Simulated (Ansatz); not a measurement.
# C6H17InSe: one species, many methods

How much do the methods differ for C6H17InSe? The plan is to run it at one geometry with functionals of several rungs and with coupled cluster. The yardstick is the atomisation energy at the CCSD(T) limit.

Computed with Ansatz 0.2.0, Gaussian basis. Level: functionals in def2-TZVPP, the program's frozen cores in correlated methods.

The runs, in order: LDA (SPW92), PBE-D4, revPBE-D4, BLYP-D4, r2SCAN-D4, B97M-V, PBE0-D4, B3LYP-D4, r2SCANh-D4, r2SCAN0-D4, HSE06-D4, BHLYP-D4, CAM-B3LYP-D4, LC-ωPBE, ωB97X-V, ωB97M-V, B2PLYP, PBE-QIDH; CCSD(T)/def2-SVP; CCSD(T)/def2-TZVPP; MP2/def2-QZVPP; extrapolation to the limit; RPA on PBE.

## (1) The geometry

An earlier PBE0-D4 in a triple-zeta def2 set relaxation fixed the geometry. In takes the def2 core potential; no spin-orbit term is included.

SMILES `C[CH2][In-]([SeH2+])([CH2]C)[CH2]C`, 25 atoms, charge 0, spin multiplicity 1.

Atoms are counted from 1 here; the program's logs count them from 0.

Bond lengths: C1–C2 1.522 Å, C1–H9 1.096 Å, C1–H10 1.096 Å, C1–H11 1.094 Å, C2–In3 2.190 Å, C2–H12 1.095 Å, C2–H13 1.095 Å, In3–Se4 3.040 Å, In3–C5 2.185 Å, In3–C7 2.189 Å, Se4–H14 1.468 Å, Se4–H15 1.468 Å, C5–C6 1.524 Å, C5–H16 1.095 Å, C5–H17 1.094 Å, C6–H18 1.094 Å, C6–H19 1.096 Å, C6–H20 1.094 Å and more. Angles: C2–C1–H9 112.1°, C2–C1–H10 112.6°, C2–C1–H11 111.7°, H9–C1–H10 106.6°, H9–C1–H11 106.3°, H10–C1–H11 107.1°, C1–C2–In3 114.3°, C1–C2–H12 110.2°, C1–C2–H13 110.8°, In3–C2–H12 107.1°, In3–C2–H13 108.6°, H12–C2–H13 105.4°, C2–In3–Se4 92.9°, C2–In3–C5 119.3°, C2–In3–C7 117.0°, Se4–In3–C5 98.5°, Se4–In3–C7 92.7°, C5–In3–C7 121.7° and more.

## (2) LDA

This LDA is Slater exchange with PW92 correlation.

The input, in.yaml:

```yaml
crystal:
  periodic: [false, false, false]
  atoms:
    - {symbol: C, position_ang: [0.544046, -1.194655, -2.505567]}
    - {symbol: C, position_ang: [-0.352008, -0.111481, -1.921389]}
    - {symbol: In, position_ang: [-0.233725, 0.076569, 0.257357]}
    - {symbol: Se, position_ang: [-1.806644, -2.483437, 0.719885]}
    - {symbol: C, position_ang: [-1.568481, 1.467246, 1.285484]}
    - {symbol: C, position_ang: [-2.102879, 2.583408, 0.395650]}
    - {symbol: C, position_ang: [1.557228, -0.726399, 1.226940]}
    - {symbol: C, position_ang: [2.757555, 0.209886, 1.126476]}
    - {symbol: H, position_ang: [0.304950, -2.187287, -2.107918]}
    - {symbol: H, position_ang: [0.462639, -1.266862, -3.596584]}
    - {symbol: H, position_ang: [1.597790, -1.016904, -2.272682]}
    - {symbol: H, position_ang: [-0.090019, 0.864464, -2.343976]}
    - {symbol: H, position_ang: [-1.397514, -0.278716, -2.200364]}
    - {symbol: H, position_ang: [-1.117120, -3.134568, -0.401027]}
    - {symbol: H, position_ang: [-0.821094, -3.006759, 1.674165]}
    - {symbol: H, position_ang: [-2.397604, 0.883499, 1.699187]}
    - {symbol: H, position_ang: [-1.034990, 1.881571, 2.146095]}
    - {symbol: H, position_ang: [-2.646246, 2.189416, -0.468005]}
    - {symbol: H, position_ang: [-2.788663, 3.250395, 0.931103]}
    - {symbol: H, position_ang: [-1.296894, 3.208873, 0.000386]}
    - {symbol: H, position_ang: [1.792994, -1.689874, 0.763303]}
    - {symbol: H, position_ang: [1.325428, -0.931386, 2.276928]}
    - {symbol: H, position_ang: [3.026537, 0.415217, 0.085600]}
    - {symbol: H, position_ang: [3.651119, -0.202879, 1.609069]}
    - {symbol: H, position_ang: [2.560296, 1.176467, 1.600283]}
basis:
  gaussian: {orbitals: def2-TZVPP}
hamiltonian: {xc: lda}
output: {orbitals: {seedname: orbitals}}
```

The runs that follow: PBE-D4 (GGA); revPBE-D4 (GGA); BLYP-D4 (GGA); r2SCAN-D4 (meta-GGA); B97M-V (meta-GGA); PBE0-D4 (hybrid); B3LYP-D4 (hybrid); r2SCANh-D4 (hybrid); r2SCAN0-D4 (hybrid); HSE06-D4 (hybrid); BHLYP-D4 (hybrid); CAM-B3LYP-D4 (range-separated); LC-ωPBE (range-separated); ωB97X-V (range-separated); ωB97M-V (range-separated); B2PLYP (double hybrid); PBE-QIDH (double hybrid); CCSD(T) in def2-SVP; CCSD(T) in def2-TZVPP; MP2 in def2-QZVPP; RPA on PBE orbitals.

**Question.** What will the summary of the whole plan be? Wanted: atomisation energy, CCSD(T)/CBS; farthest beyond LDA; mean size of error, GGA; mean size of error, meta-GGA; mean size of error, hybrid; mean size of error, range-separated; mean size of error, double hybrid; gap, smallest and largest; T1 diagnostic.

As calculated:

```
                                quantity                                                                                                                  value
         atomisation energy, CCSD(T)/CBS                                                                                                        2126.5 kcal/mol
functionals within 21.3 kcal/mol (1.0 %)  PBE-D4, r2SCAN-D4, B97M-V, PBE0-D4, B3LYP-D4, r2SCANh-D4, HSE06-D4, CAM-B3LYP-D4, LC-ωPBE, ωB97X-V, ωB97M-V, PBE-QIDH
                     farthest beyond LDA                                                                                              BHLYP-D4 (-51.7 kcal/mol)
                 mean size of error, GGA                                                                                                          23.4 kcal/mol
            mean size of error, meta-GGA                                                                                                           6.3 kcal/mol
              mean size of error, hybrid                                                                                                          16.1 kcal/mol
     mean size of error, range-separated                                                                                                           7.3 kcal/mol
       mean size of error, double hybrid                                                                                                          23.9 kcal/mol
               gap, smallest and largest                                                                                  3.42 eV (BLYP-D4), 10.38 eV (LC-ωPBE)
                           T1 diagnostic                                                                                                                 0.0104
 triples share of the correlation energy                                                                                                                  3.6 %
```

In words: The LDA atomisation energy is off by 269.0 kcal/mol (13 %): it overbinds. PBE-D4 misses by +19.3 kcal/mol. Double hybrids carry the basis error of their MP2 part in triple zeta, and no dispersion term here, so their miss is partly the set-up's. The rungs meta-GGA, range-separated, hybrid miss on average by less than the doubt on the reference (21.3 kcal/mol), so they tie. The reference freezes the cores and leaves out spin-orbit coupling and excitations past (T), and its outer-core shells are covered unevenly, so misses under about 21.3 kcal/mol can't be ranked. All levels share the lack of spin-orbit coupling, which lowers the free heavy atoms and so the true binding. Hartree-Fock recovers 74 % of the binding; the rest is correlation. CCSD(T) in def2-SVP is off by -95.8 kcal/mol, more than most functionals: a good method in a small basis is no reference. Orbital gaps span 3.4 to 10.4 eV; exact exchange widens them. Correlated methods include outer-core shells of In, Se, which these sets cover unevenly.
